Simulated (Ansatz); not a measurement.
# CH7BGaNSe: the cost of one run

Computed with Ansatz 0.2.0, Gaussian basis. Level: PBE/6-31G*.

**1. The geometry**

The structure was relaxed beforehand with PBE0-D4 in a triple-zeta def2 set.

SMILES `C[Se][B](N)[GaH2]`, 12 atoms, charge 0, spin multiplicity 1.

Atoms are counted from 1 here; the program's logs count them from 0.

Bond lengths: C1–Se2 1.950 Å, C1–H6 1.087 Å, C1–H7 1.087 Å, C1–H8 1.089 Å, Se2–B3 1.950 Å, B3–N4 1.398 Å, B3–Ga5 2.102 Å, N4–H9 1.006 Å, N4–H10 1.009 Å, Ga5–H11 1.576 Å, Ga5–H12 1.587 Å. Angles: Se2–C1–H6 110.5°, Se2–C1–H7 110.5°, Se2–C1–H8 106.3°, H6–C1–H7 110.3°, H6–C1–H8 109.6°, H7–C1–H8 109.6°, C1–Se2–B3 102.0°, Se2–B3–N4 117.4°, Se2–B3–Ga5 125.6°, N4–B3–Ga5 117.0°, B3–N4–H9 122.2°, B3–N4–H10 124.5°, H9–N4–H10 113.3°, B3–Ga5–H11 126.7°, B3–Ga5–H12 117.9°, H11–Ga5–H12 115.4°.

**2. The run**

File in.yaml:

```yaml
crystal:
  periodic: [false, false, false]
  atoms:
    - {symbol: C, position_ang: [-1.734221, -0.852318, 1.139512]}
    - {symbol: Se, position_ang: [-0.055298, -0.110687, 1.797017]}
    - {symbol: B, position_ang: [0.846972, 0.383449, 0.140273]}
    - {symbol: N, position_ang: [2.114363, 0.962647, 0.247443]}
    - {symbol: Ga, position_ang: [0.077821, 0.120122, -1.798523]}
    - {symbol: H, position_ang: [-2.292637, -0.099492, 0.588932]}
    - {symbol: H, position_ang: [-1.546639, -1.718691, 0.510261]}
    - {symbol: H, position_ang: [-2.300044, -1.155701, 2.018721]}
    - {symbol: H, position_ang: [2.644260, 1.244770, -0.559578]}
    - {symbol: H, position_ang: [2.589776, 1.140715, 1.118876]}
    - {symbol: H, position_ang: [-1.317441, -0.504458, -2.181692]}
    - {symbol: H, position_ang: [0.973088, 0.589656, -3.021241]}
basis:
  gaussian: {orbitals: "6-31G*"}
hamiltonian: {xc: {name: PBE}}
md: {timestep: 0.5 fs, n_steps: 20, ensemble: nvt_langevin, temperature: 700, initial_velocities: maxwell_boltzmann, friction: 0.01, seed: 517}
```

Launch:

```console
> ansatz run in.yaml --threads 2 --pin off --events-out ev --progress --plain --max-ram 22528MiB --backend cpu
```

What time and memory should one allow on 2 threads of AMD EPYC 7R13, shared host?

About 52 s, with a peak of 0.25 GiB.
